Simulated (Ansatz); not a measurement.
# K2ZrO2: the cost of one run

Computed with Ansatz 0.2.0 (DFT PBE, scalar-relativistic, plane waves, PAW, unless a step's input says otherwise).

### Step 1. The system as given

The structure is tetragonal, space group P4/mbm (No. 127). The conventional cell has a = 8.004 Å, b = 8.004 Å, c = 3.945 Å, α = 90.00°, β = 90.00°, γ = 90.00°. Around K (site symmetry m2m) lie 6 O at 3.07 to 3.09 Å. Zr (site symmetry 4/m) has 4 O at 3.19 Å and 8 K at 3.56 Å as nearest neighbours. O (site symmetry m2m) has 1 O at 2.73 Å and 6 K at 3.07 to 3.09 Å and 2 Zr at 3.19 Å as nearest neighbours.

Structure file:

```cif
data_structure
_symmetry_space_group_name_H-M 'P 1'
_symmetry_Int_Tables_number 1
_cell_length_a 8.0043
_cell_length_b 8.0043
_cell_length_c 3.9454
_cell_angle_alpha 90.000
_cell_angle_beta 90.000
_cell_angle_gamma 90.000
_cell_volume 252.77
loop_
_atom_site_label
_atom_site_type_symbol
_atom_site_fract_x
_atom_site_fract_y
_atom_site_fract_z
_atom_site_occupancy
K1 K 0.82786 0.32786 0.50000 1
K2 K 0.67214 0.82786 0.50000 1
K3 K 0.32786 0.17214 0.50000 1
K4 K 0.17214 0.67214 0.50000 1
Zr1 Zr 0.50000 0.50000 0.00000 1
Zr2 Zr 0.00000 0.00000 0.00000 1
O1 O 0.62042 0.12042 0.00000 1
O2 O 0.87958 0.62042 0.00000 1
O3 O 0.37958 0.87958 0.00000 1
O4 O 0.12042 0.37958 0.00000 1
```

The cell is invented: species swapped into a database cell of La2MgCu2 (P4/mbm, No. 127), with K on the La sites, Zr on the Mg sites and O on the Cu sites. The dimensions are guesses.

### Step 2. A first look at the guess

Contents of input.yaml:

```yaml
crystal:
  lattice:
    - [8.0042672, 0.0, 0.0]
    - [0.0, 8.0042672, 0.0]
    - [0.0, 0.0, 3.94538713]
  atoms:
    - { symbol: K, position: [0.82785672, 0.32785672, 0.5] }
    - { symbol: K, position: [0.67214328, 0.82785672, 0.5] }
    - { symbol: K, position: [0.32785672, 0.17214328, 0.5] }
    - { symbol: K, position: [0.17214328, 0.67214328, 0.5] }
    - { symbol: Zr, position: [0.5, 0.5, 0.0] }
    - { symbol: Zr, position: [0.0, 0.0, 0.0] }
    - { symbol: O, position: [0.62041611, 0.12041611, 0.0] }
    - { symbol: O, position: [0.87958389, 0.62041611, 0.0] }
    - { symbol: O, position: [0.37958389, 0.87958389, 0.0] }
    - { symbol: O, position: [0.12041611, 0.37958389, 0.0] }
basis:
  ecutwfc: 420
kpoints:
  mp_grid: { grid: [2, 2, 4] }
hamiltonian:
  xc: pbe
scf:
  occupations: { method: gaussian, width: 0.1 }
  lower_state_search: "off"
output:
  forces: true
  stress: true
  eigenvalues: true
```

Run with:

```sh
$ ansatz run input.yaml --threads 1 --pin off --max-ram 2560MiB --backend cpu --events-out ev --progress --plain --runs-dir out
```

**Question.** How long does this run take on 1 thread of Intel Xeon Platinum 8259CL at 2.50GHz (Skylake/Cascade Lake), shared host, and how much memory does it need?

About 7.9 s, with a peak of 0.55 GiB.
